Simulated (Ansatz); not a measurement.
# CH6GeOSi: a ladder of functionals and wavefunction methods

An exercise on one series of results from a longer session: the logs are not shown, and one member is left open.

Method: functionals in def2-TZVPP, the program's frozen cores in correlated methods; program: Ansatz 0.2.0, Gaussian basis.

Plan: PBE-D4, r2SCAN-D4, PBE0-D4, B3LYP-D4, ωB97X-V, ωB97M-V, B2PLYP; CCSD(T)/def2-TZVPP; MP2/def2-QZVPP; extrapolation to the limit.

### The geometry

All runs share one geometry, relaxed beforehand with PBE0-D4 in a triple-zeta def2 set.

SMILES `[SiH3][GeH]1[CH2][O]1`, 10 atoms, charge 0, spin multiplicity 1.

Atoms are counted from 1 here; the program's logs count them from 0.

Bond lengths: Si1–Ge2 2.363 Å, Si1–H5 1.485 Å, Si1–H6 1.486 Å, Si1–H7 1.484 Å, Ge2–C3 1.913 Å, Ge2–O4 1.848 Å, Ge2–H8 1.534 Å, C3–O4 1.412 Å, C3–H9 1.091 Å, C3–H10 1.091 Å. Angles: Ge2–Si1–H5 110.5°, Ge2–Si1–H6 109.4°, Ge2–Si1–H7 107.5°, H5–Si1–H6 109.2°, H5–Si1–H7 110.2°, H6–Si1–H7 110.0°, Si1–Ge2–C3 120.9°, Si1–Ge2–O4 110.0°, Si1–Ge2–H8 121.6°, C3–Ge2–O4 44.1°, C3–Ge2–H8 117.4°, O4–Ge2–H8 109.9°, Ge2–C3–O4 65.5°, Ge2–C3–H9 119.4°, Ge2–C3–H10 118.4°, O4–C3–H9 115.5°, O4–C3–H10 115.3°, H9–C3–H10 113.9° and more.

The first run:

Input file in.yaml:

```yaml
crystal:
  periodic: [false, false, false]
  atoms:
    - {symbol: Si, position_ang: [-1.284415, 0.966200, -0.915153]}
    - {symbol: Ge, position_ang: [-0.216451, -0.724435, 0.343395]}
    - {symbol: C, position_ang: [1.573881, -0.495165, 0.975921]}
    - {symbol: O, position_ang: [1.477979, -1.034845, -0.325472]}
    - {symbol: H, position_ang: [-1.651403, 0.458723, -2.261597]}
    - {symbol: H, position_ang: [-2.514096, 1.407048, -0.206840]}
    - {symbol: H, position_ang: [-0.334886, 2.099853, -1.035302]}
    - {symbol: H, position_ang: [-0.909018, -2.057904, 0.650324]}
    - {symbol: H, position_ang: [1.994420, 0.509105, 1.038675]}
    - {symbol: H, position_ang: [1.946987, -1.179779, 1.738848]}
basis:
  gaussian: {orbitals: def2-TZVPP}
hamiltonian: {xc: pbe, dispersion: d4}
output: {forces: true, orbitals: {seedname: orbitals}}
```

Run with:

```
ansatz run in.yaml --threads 4 --pin off --events-out ev --progress --plain --max-ram 10444MiB
```

Among the steps run: PBE-D4 (GGA); r2SCAN-D4 (meta-GGA); PBE0-D4 (hybrid); B3LYP-D4 (hybrid); ωB97X-V (range-separated); ωB97M-V (range-separated); B2PLYP (double hybrid); CCSD(T) in def2-TZVPP; MP2 in def2-QZVPP.

One table of the session follows, with a row left open; its other results are not shown here.

| method | atomisation energy (kcal/mol) |
| --- | --- |
| PBE-D4 | 769.7 |
| r2SCAN-D4 | ? |
| PBE0-D4 | 755.3 |
| B3LYP-D4 | 756.6 |
| ωB97X-V | 764.8 |
| ωB97M-V | 757.9 |
| B2PLYP | 749.6 |
| HF/def2-TZVPP | 531.4 |
| MP2/def2-TZVPP | 749.6 |
| CCSD/def2-TZVPP | 730.7 |
| CCSD(T)/def2-TZVPP | 743.7 |
| MP2/CBS | 769.6 |
| CCSD(T)/CBS | 763.8 |

Estimate the missing values for r2SCAN-D4.

The run gave: atomisation energy (kcal/mol): 764.1. In the column «atomisation energy (kcal/mol)» it lies between CCSD(T)/CBS (763.8) and ωB97X-V (764.8).
